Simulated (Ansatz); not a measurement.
# H4OSn: the cost of one run

All numbers below are computed with Ansatz 0.2.0 (RKS BLYP-D4/def2-SVP).

### 1 The starting structure

Bond lengths: Sn1–H2 1.940 Å, Sn1–O3 2.160 Å, O3–H4 1.010 Å, Sn1–H5 1.739 Å, Sn1–H6 1.739 Å. Angles: H2–Sn1–O3 38.9°, H2–Sn1–H5 122.7°, H2–Sn1–H6 122.7°, O3–Sn1–H5 123.2°, O3–Sn1–H6 123.2°, H5–Sn1–H6 109.5°, Sn1–O3–H4 105.4°.

Structure file:

```xyz
6

Sn    0.0000    0.0000    0.0000
H     1.0906    0.0000    1.6043
O     2.0665    0.0000    0.6288
H     2.3829   -0.9521    0.5121
H    -0.8195    1.4198   -0.5794
H    -0.8195   -1.4198   -0.5794
```

### 2 Pulling towards end A

Springs on the bonds that form and break draw the guess towards this end; the thresholds are loose.

input.yaml reads:

```yaml
crystal:
  periodic: [false, false, false]
  atoms:
    - { symbol: Sn, position_ang: [0.0, 0.0, 0.0] }
    - { symbol: H, position_ang: [1.0906, 0.0, 1.6043] }
    - { symbol: O, position_ang: [2.0665, 0.0, 0.6288] }
    - { symbol: H, position_ang: [2.3829, -0.9521, 0.5121] }
    - { symbol: H, position_ang: [-0.8195, 1.4198, -0.5794] }
    - { symbol: H, position_ang: [-0.8195, -1.4198, -0.5794] }
basis:
  gaussian: { orbitals: def2-SVP }
hamiltonian:
  xc: blyp
  dispersion: d4
relax:
  f_tol: 0.15
  max_steps: 25
  restrain:
    - { distance: [1, 2], at: 2.21, k: 30.0 }
    - { distance: [0, 1], at: 1.74, k: 30.0 }
    - { distance: [0, 2], at: 1.96, k: 30.0 }
output:
  orbitals: {}
```

Run with:

```sh
$ ansatz run input.yaml --threads 1 --pin off --max-ram 2048MiB --backend cpu --events-out ev --progress --plain --runs-dir out
```

**Question.** How long does this run take on 1 thread of Intel Xeon 6975P-C (Granite Rapids), shared host, and how much memory does it need?

About 7.4 s, with a peak of 0.12 GiB.
